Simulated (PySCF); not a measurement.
# C2H4BrFSi: circular dichroism and optical rotation

Aim: compute the circular dichroism and optical rotation of C2H4BrFSi (`F[C@@H]1C[Si@H]1Br`).

Programs: PySCF 2.14.0, with routines of our own; each step states its level. All values are computed. Atoms count from 0.

## 1. The system as given

9 atoms, charge 0, multiplicity 1; geometry from: GFN2-xTB.

## 2. Relaxing the molecule at PBE0-D3(BJ)/def2-SVP

What the job is given:

```
{"job": {"xc": "PBE0", "basis": "def2-SVP", "d3": "d3bj", "grid": 1, "kind": "geom"}, "charge": 0, "multiplicity": 1}
F     -1.336068     1.230072     1.034292
C     -0.479341     0.829366     0.042155
C     -0.645427    -0.640215    -0.393713
Si     0.990611    -0.283146     0.455049
Br     2.730525    -0.026939    -0.887821
H     -0.474260     1.586298    -0.737294
H     -0.713862    -0.809973    -1.459994
H     -1.417781    -1.172286     0.144306
H      1.359165    -0.707183     1.777841
```

Run with:

```
$ OMP_NUM_THREADS=1 python excited_run.py task.json out
```

The driver reads the jobs from task.json and runs them one after another.

Log:

```text
step   0  E = -3040.96017284  max force = 0.027069
step   1  E = -3040.95944284  max force = 0.014843
step   2  E = -3040.96178569  max force = 0.008572
step   3  E = -3040.96299912  max force = 0.004282
step   4  E = -3040.96318171  max force = 0.001587
step   5  E = -3040.96321149  max force = 0.000766
step   6  E = -3040.96322132  max force = 0.000321
optimisation converged
```

It took 19 s on 1 thread of Intel Xeon 6975P-C, shared host; peak memory 0.53 GiB.

Step by step: (the energy doesn't fall at every step)

```
step  energy from step 0 (eV)  largest force component (eV/Å)
   0                   0.0000                          1.3919
   1                   0.0199                          0.7633
   2                  -0.0439                          0.4408
   3                  -0.0769                          0.2202
   4                  -0.0819                          0.0816
   5                  -0.0827                          0.0394
   6                  -0.0830                          0.0165
```

Distances of close pairs at the start and the end, largest changes first:

```
  bond  before (Å)  after (Å)  change (Å)
Si3–H8       1.437      1.479      +0.042
C1–Si3       1.889      1.865      -0.024
C2–Si3       1.877      1.856      -0.022
 C2–H7       1.081      1.098      +0.017
 C2–H6       1.082      1.096      +0.014
 C1–H5       1.087      1.099      +0.012
 F0–C1       1.371      1.362      -0.009
 C1–C2       1.542      1.534      -0.008
```

The next job starts from the end point, and lists it.

```
                         at the end point                value
  point group (found at 0.08 Å tolerance)                   C1
rotational constants (GHz, main isotopes)  8.182, 1.009, 0.982
                        dipole moment (D)                 0.95
```

## 3. Circular dichroism and optical rotation: TDDFT CAM-B3LYP/def2-SVPD

What the job is given:

```
{"job": {"kind": "ecd", "xc": "CAM-B3LYP", "basis": "def2-SVPD", "nstates": 12}, "charge": 0, "multiplicity": 1}
F     -2.040756     0.229935     0.451737
C     -0.891045     0.283526    -0.276417
C      0.007543    -0.958010    -0.206850
Si     0.770331     0.569060     0.521445
Br     2.350396     1.658834    -0.575329
H     -1.070518     0.671892    -1.288675
H      0.318033    -1.410861    -1.155219
H     -0.318184    -1.702034     0.532137
H      0.906091     0.684363     1.989397
```

With the program's defaults for keys left out, this is: TDDFT CAM-B3LYP/def2-SVPD circular dichroism and optical rotation, one conformer, gas phase.

Log:

```text
coarse grid: 39296 points
cycle   1  E = -3041.5859481564  dE = -4.450e-01  |g| = 4.893e-01  |ddm| = 3.688e+00
cycle   2  E = -3041.5826884600  dE =  3.260e-03  |g| = 5.600e-01  |ddm| = 1.014e+00
cycle   3  E = -3041.6380204264  dE = -5.533e-02  |g| = 6.328e-02  |ddm| = 4.771e-01
cycle   4  E = -3041.6386108138  dE = -5.904e-04  |g| = 2.317e-02  |ddm| = 7.922e-02
cycle   5  E = -3041.6387421966  dE = -1.314e-04  |g| = 6.994e-03  |ddm| = 3.510e-02
cycle   6  E = -3041.6387544775  dE = -1.228e-05  |g| = 1.148e-03  |ddm| = 1.099e-02
cycle   7  E = -3041.6387549117  dE = -4.341e-07  |g| = 4.685e-04  |ddm| = 2.466e-03
final grid: 80512 points
cycle   8  E = -3041.6387229443  dE = -4.968e-08  |g| = 4.378e-04  |ddm| = 2.362e-03
cycle   9  E = -3041.6387229426  dE =  1.762e-09  |g| = 4.740e-04  |ddm| = 1.097e-03
cycle  10  E = -3041.6387229989  dE = -5.630e-08  |g| = 4.374e-05  |ddm| = 5.150e-04
cycle  11  E = -3041.6387229993  dE = -4.620e-10  |g| = 1.345e-05  |ddm| = 5.126e-05
converged SCF energy = -3041.6387229993

Singlet excitations and rotatory strengths (1e-40 esu^2 cm^2)
state   eV       nm     f(len)   f(vel)    R(len)    R(vel)   main configurations
  1   5.5149   224.8  0.00318  0.00348    -6.041    -7.157   H->L 0.88
  2   6.3738   194.5  0.00644  0.00705     2.257     1.815   H->L+2 0.58, H->L+1 0.11
  3   6.4992   190.8  0.05113  0.05630   -16.125   -16.010   H->L+1 0.52, H-1->L 0.25, H->L+2 0.11
  4   6.7813   182.8  0.14620  0.15546     5.897     6.108   H-1->L 0.53, H->L+1 0.29
  5   6.9786   177.7  0.00504  0.00410    -0.127    -0.368   H->L+3 0.69, H->L+2 0.14
  6   7.3055   169.7  0.00901  0.01114     1.984     1.480   H-1->L+1 0.48, H->L+6 0.14, H->L+4 0.14
  7   7.4193   167.1  0.00656  0.00691    20.521    20.874   H-2->L 0.40, H->L+4 0.11, H-1->L+1 0.09
  8   7.5018   165.3  0.01536  0.01774   -17.612   -18.292   H-1->L+1 0.28, H-2->L 0.26, H->L+5 0.13
  9   7.5132   165.0  0.02372  0.02617    21.229    21.983   H-3->L 0.56, H-1->L+2 0.22
 10   7.7748   159.5  0.02563  0.02699    -8.345    -6.960   H->L+5 0.43, H->L+4 0.21, H->L+8 0.11
 11   7.8665   157.6  0.02693  0.02915     0.942     1.580   H->L+6 0.17, H-1->L+2 0.15, H-3->L 0.12
 12   8.0092   154.8  0.03677  0.03700   -21.792   -20.709   H-1->L+3 0.44, H->L+4 0.10, H->L+6 0.09

Specific rotation (deg / (dm g/mL))
    nm     length   length(OI)   velocity    alpha(len)  alpha(vel)
  633.0     -26.67     -26.01     -35.41       73.851     74.640
  589.3     -31.91     -31.12     -42.24       74.187     74.985
  546.0     -38.91     -37.95     -51.32       74.609     75.420
  436.0     -74.22     -72.44     -96.37       76.386     77.249
  405.0     -94.34     -92.12    -121.68       77.210     78.098
  365.0    -137.16    -134.06    -174.90       78.667     79.601
  355.0    -152.96    -149.56    -194.37       79.129     80.078
```

It took 31 s on 1 thread of Intel Xeon 6975P-C, shared host; peak memory 0.85 GiB.

## 4. Summary of results

```
                                                                                       quantity                                                          value
                                                                                    point group                                                             C1
                                                           rotational constants (main isotopes)                                           8.18, 1.01, 0.98 GHz
state of largest rotatory strength (velocity form) among 12 (step 3, TDDFT CAM-B3LYP/def2-SVPD)  7.51 eV, R = +22.0 (velocity), +21.2 (length) ·10⁻⁴⁰ esu² cm²
                              specific rotation at 633.0 nm (step 3, TDDFT CAM-B3LYP/def2-SVPD)                               -35.4 (velocity), -26.7 (length)
```

The optimisation took 6 steps and gained 0.083 eV; among the close pairs (by a distance rule), Si3–H8 changed most, from 1.437 to 1.479 Å. No frequency check was run at this level, so the end point may be a saddle. Steps that list no spin-orbit terms leave them out, which matters at and beside the heavy atoms. Rotations belong to one conformer. The length form depends on the origin in a finite basis.
